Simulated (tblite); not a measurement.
# H4O2Si2: the cost of one run

Computed with tblite 0.8.0 and PySCF 2.14.0; each step states its level. No surroundings beyond the atoms listed, unless a continuum is named. Atoms count from 0, parts from 1.

### Step 1. Starting point

8 atoms, charge 0, multiplicity 1; geometry: distance geometry start.

### Step 2. Relaxing the cluster with GFN2-xTB

What the job is given:

```
{"job": {"kind": "relax", "xc": "GFN2-xTB", "basis": "xTB"}, "charge": 0, "multiplicity": 1}
Si     0.998030     0.430411    -1.141925
O      0.188674     0.328753     0.375976
Si    -1.408320    -0.259248     0.009971
O      2.624068    -0.019238    -0.824558
H     -2.021073    -0.916805     1.123751
H     -2.139059     0.944469    -0.487182
H     -1.284019    -1.119107    -1.142507
H      3.019012     0.675860    -0.185286
```

With the program's defaults for keys left out, this is: GFN2-xTB geometry optimisation, gas phase.

Started as:

```console
> OMP_NUM_THREADS=1 python cluster_run.py task.json out
```

The driver reads the jobs from task.json and runs them one after another.

**Question.** How long does this first job take on 1 thread of Arm Neoverse N1, shared host?

About 1.5 s.
